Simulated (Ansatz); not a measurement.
# MnIr: the cost of one run

Computed with Ansatz 0.2.0 (DFT PBEsol, scalar-relativistic, plane waves, PAW, unless a step's input says otherwise).

2 further runs of the same task are left out: 2 set aside as unsound or not needed.

## 1. Starting point

The structure is tetragonal, space group P4/mmm (No. 123). The conventional cell has a = 2.624 Å, b = 2.624 Å, c = 3.615 Å, α = 90.00°, β = 90.00°, γ = 90.00°. Around Mn (site symmetry 4/mmm) lie 8 Ir at 2.59 Å and 4 Mn at 2.62 Å. Around Ir (site symmetry 4/mmm) lie 8 Mn at 2.59 Å and 4 Ir at 2.62 Å.

As a file:

```
CELL_PARAMETERS angstrom
2.62433 0.00000 0.00000
0.00000 2.62433 0.00000
0.00000 0.00000 3.61451
ATOMIC_POSITIONS crystal
Mn 0.50000 0.50000 0.50000
Ir 0.00000 0.00000 0.00000
```

It is the result of an earlier relaxation at this level (volume 12.45 Å³/atom; gap on the mesh: none (metal), site moments up to 1.2 μB).

## 2. Tight relaxation for the response runs, with the smearing for a metal

Response runs need a geometry at rest under their own mesh and occupations; hence this stricter relaxation.

input.yaml

```yaml
crystal:
  lattice:
    - [2.6243262634, 0.0, 0.0]
    - [0.0, 2.6243262634, 0.0]
    - [0.0, 0.0, 3.6145133863]
  atoms:
    - { symbol: Mn, position: [0.5, 0.5, 0.5], spin: 1.35 }
    - { symbol: Ir, position: [0.0, 0.0, 0.0] }
basis:
  ecutwfc: 420
kpoints:
  mp_grid: { grid: [16, 16, 12] }
hamiltonian:
  xc: pbesol
scf:
  occupations: { method: gaussian, width: 0.2 }
output:
  forces: true
  stress: true
  eigenvalues: true
  populations: true
magnetization:
  spin_polarized: true
relax:
  adjacent_minimum: "off"
  f_tol: 0.001
  max_steps: 60
  cell: { stress_tol: 0.01 }
```

Started as:

```bash
ansatz run input.yaml --threads 1 --pin off --max-ram 3072MiB --backend cpu --events-out ev --progress --plain --runs-dir out
```

**Question.** How long does this run take on 1 thread of Intel Xeon Platinum 8488C (Sapphire Rapids), shared host, and how much memory does it need?

About 85 s, with a peak of 0.6 GiB.
